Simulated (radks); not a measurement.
# Sr⁴⁺ in [Ar] 3d10 4s2 4p4: an all-electron calculation

An exercise on one series of results from a longer session: the logs are not shown, and one member is left open.

Program: radks (a radial shooting solver on a logarithmic mesh, Libxc functionals) version 1. Level of theory: scalar-relativistic Kohn-Sham, r2SCAN, spin-polarised, spherical densities, finite nucleus; open shells are filled with parallel spins first. These are calculated values, not measurements, unless marked.

**Starting point**

```
element            : strontium (Z = 38)
charge             : +4
electrons          : 34
configuration      : [Ar] 3d10 4s2 4p4
nuclear rms radius : 4.224 fm
```

Outer shells as boxes (Hund's rule):

Sr⁴⁺
```
[Ar] core
3d [↑↓][↑↓][↑↓][↑↓][↑↓]
4s [↑↓]
4p [↑↓][↑ ][↑ ]
```

The first run:

The run's settings:

```text
Z 38
configuration [Ar] 3d10 4s2 4p4
relativity scalar-relativistic
functional r2scan,r2scan
spin polarised
nucleus finite rms 4.224 fm
c 137.035999084
```

The run is started by

```
python run_ks.py task.json out
```

This one command runs every case of the session in turn.

One table of the session follows, with a row left open; its other results are not shown here.

It belongs to the step «Orbitals and density». From the orbitals of this run (lengths in bohr):

```
  level      <r>  outermost maximum (interpolated)  90 % within  nodes
  1s up  0.03917                            0.0255       0.0701      0
1s down  0.03917                            0.0255       0.0701      0
  2s up   0.1723                             0.145        0.266      1
2s down   0.1723                             0.145        0.266      1
  2p up   0.1504                             0.116        0.245      0
2p down   0.1504                             0.116        0.245      0
  3s up   0.4905                             0.435        0.727      2
3s down   0.4905                             0.435        0.727      2
  3p up   0.4972                             0.430        0.754      1
3p down   0.4970                             0.430        0.754      1
  3d up   0.4970                             0.378        0.804      0
3d down   0.4958                             0.378        0.801      0
  4s up    1.302                              1.17         1.88      3
4s down    1.305                              1.17         1.89      3
  4p up        ?                                 ?            ?      ?
4p down    1.446                              1.28         2.12      2
```

Q: Estimate the row for 4p up from the others.

The run gave: <r>: 1.437; outermost maximum (interpolated): 1.28; 90 % within: 2.10; nodes: 2. In the column «<r>» it lies between 4s down (1.305) and 4p down (1.446).

Limits of these values: Open shells are spherical and high-spin; term and fine-structure splittings are not resolved.
